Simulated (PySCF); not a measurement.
# CuH12N4 ([Cu(NH3)4]+): the cost of one run

Programs: PySCF 2.14.0, with routines of our own; each step states its level. All values are computed. Atoms count from 0.

## (1) The starting structure

17 atoms, charge 1, multiplicity 1; geometry from: GFN2-xTB.

## (2) Magnetic properties: GIAO BP86/def2-SVP Cu:def2-TZVP

The job: settings as JSON, then the geometry in Å.

```
{"job": {"kind": "mag", "xc": "BP86", "basis": {"default": "def2-SVP", "Cu": "def2-TZVP"}}, "charge": 1, "multiplicity": 1}
Cu     0.000610     0.003400     0.008680
N     -0.005380    -0.011670     2.116430
H     -0.950730     0.064300     2.472000
H      0.534770     0.764330     2.479930
H      0.397990    -0.872560     2.465680
N      1.986130     0.000050    -0.706500
H      2.001700    -0.115490    -1.712730
H      2.513910    -0.758210    -0.290990
H      2.448310     0.872210    -0.479210
N     -0.994080     1.729270    -0.689430
H     -0.881690     1.824630    -1.691500
H     -0.621610     2.560900    -0.247050
H     -1.984530     1.676330    -0.483820
N     -0.986740    -1.716740    -0.718100
H     -1.900810    -1.811100    -0.292440
H     -0.450350    -2.550080    -0.508880
H     -1.107500    -1.659570    -1.722070
```

With the program's defaults for keys left out, this is: GIAO BP86/def2-SVP Cu:def2-TZVP magnetisability, rotational g tensor and spin-rotation constants, non-relativistic, gas phase.

Command:

```bash
$ OMP_NUM_THREADS=1 python excited_run.py task.json out
```

One launch serves the whole session: the jobs run in the order shown.

**Question.** How long does this first job take on 1 thread of Arm Neoverse N1, shared host, and how much memory does it need?

About 66 s, with a peak of 1.1 GiB.
